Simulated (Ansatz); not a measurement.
**BClHI (SMILES ClBI): a rigid scan of the bond length B2–H4**

Aim: the energy along the bond length B2–H4, from CCSD(T) and from cheaper methods, relative to the minimum. No other atom is relaxed.

Method: single points in def2-TZVPP; program: Ansatz 0.2.0, Gaussian basis.

Levels: PBE-D4, r2SCAN-D4, PBE0-D4, B3LYP-D4, wB97M-V, Hartree-Fock, MP2, CCSD, CCSD(T). The scan takes 1.020, 1.055, 1.106, 1.166, 1.232, 1.304, 1.379, 1.459, 1.542 Å.

Correlated methods freeze the cores. Filled d shells of the heavier atoms are correlated. Core potentials replace the inner electrons past krypton, and spin-orbit coupling is left out. B3LYP uses VWN-RPA correlation.

18 further runs of the same task are left out: 18 set aside as unsound or not needed.

### 1 The starting structure

4 atoms, charge 0, spin multiplicity 1.

Atoms are counted from 1 here; the program's logs count them from 0.

Bond lengths: Cl1–B2 1.815 Å, B2–I3 2.169 Å, B2–H4 1.204 Å. Angles: Cl1–B2–I3 117.9°, Cl1–B2–H4 125.5°, I3–B2–H4 116.6°.

As a file:

```mol
BClHI
  3D, bonds by distance, orders not assigned

  4  3  0  0  0  0  0  0  0  0999 V2000
   -1.6858   -0.6014    0.1557 Cl  0  0
   -0.0660    0.1642   -0.1350 B   0  0
    1.6715   -0.7549    0.7819 I   0  0
    0.1359    1.1318   -0.8229 H   0  0
  1  2  8  0
  2  3  8  0
  2  4  8  0
M  END
```

### 2 A first relaxation in a small basis

File pre/in.yaml:

```yaml
crystal:
  periodic: [false, false, false]
  atoms:
    - {symbol: Cl, position_ang: [-1.685800, -0.601400, 0.155700]}
    - {symbol: B, position_ang: [-0.066000, 0.164200, -0.135000]}
    - {symbol: I, position_ang: [1.671500, -0.754900, 0.781900]}
    - {symbol: H, position_ang: [0.135900, 1.131800, -0.822900]}
basis:
  gaussian: {orbitals: def2-SVP}
hamiltonian: {xc: pbe, dispersion: d4}
relax: {f_tol: 0.03, max_steps: 250}
```

The command line of these runs was not kept.

The runs that follow: Relaxation at PBE0-D4; The minimum at every level; B2–H4 = 1.020 Å; B2–H4 = 1.055 Å; B2–H4 = 1.106 Å; B2–H4 = 1.166 Å; B2–H4 = 1.232 Å; B2–H4 = 1.304 Å; B2–H4 = 1.379 Å; B2–H4 = 1.459 Å; B2–H4 = 1.542 Å.

**Question.** What will these runs give? Wanted: highest point, CCSD(T); lowest point, CCSD(T); minimum along the scan, CCSD(T); RMS deviation from CCSD(T); largest T1 diagnostic.

As calculated:

| quantity | value |
| --- | --- |
| highest point, CCSD(T) | 0.923 eV at 1.542 Å |
| lowest point, CCSD(T) | 0.000 eV at 1.186 Å |
| minimum along the scan, CCSD(T) | 1.183 Å |
| curvature there | 25.3 eV/Å² |
| RMS deviation from CCSD(T) | PBE-D4 0.052, r2SCAN-D4 0.012, PBE0-D4 0.014, B3LYP-D4 0.014, wB97M-V 0.016, Hartree-Fock 0.055, MP2 0.021, CCSD 0.011 eV |
| largest T1 diagnostic | 0.012 |

In words: A polynomial through the near points puts the CCSD(T) minimum 0.003 Å below the PBE0-D4 value. It is steeper on the short side than on the long one. Curvature against CCSD(T): PBE-D4 -6 %, Hartree-Fock +7 %. Best along the scan: CCSD. Worst: Hartree-Fock.
